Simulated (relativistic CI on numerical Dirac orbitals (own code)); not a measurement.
# V: the cost of one run

The numbers are computed with relativistic CI on numerical Dirac orbitals (own code) version 3 (charge-transfer multiplet model of a cubic metal-ligand cluster with up to 2 ligand holes, Slater and spin-orbit integrals from Dirac-Coulomb-Breit ions, Slater integrals scaled by 0.7), except any that are marked as measured or tabulated.

## 1. The system

```
ion                  : V³⁺ (V IV)
nuclear charge       : 23
electrons            : 20
d electrons          : 2
ligand holes at most : 2
parameters           : in eV; Veg, Vt2g hoppings, tenDq and tenDqL metal and ligand splittings (negative tenDq: tetrahedral), red the scaling of hopping with a core hole
temperature          : 300 K
widths               : Lorentz 1.1 eV, Gauss 0.6 eV
```

## 2. Veg = 1.6 eV

Settings of the run:

```ini
cluster ion=V3+ d2 ligand_holes=2 slater_scale=0.7
Delta=4.1 Udd=4.5 Upd=5.1 tenDq=0.9 tenDqL=1.2 Veg=1.6 Vt2g=-0.79 red=0.8
spectrum xps 1s T=300 lorentz=1.1 gauss=0.6
```

The run is started by

```bash
> python run_levels.py task.json out
```

The settings of every run stand in task.json; they run in order.

**Question.** How long does this run take on 1 thread of Intel Xeon Platinum 8259CL at 2.50GHz, shared host, and how much memory does it need?

About 6 s, with a peak of 0.22 GiB.
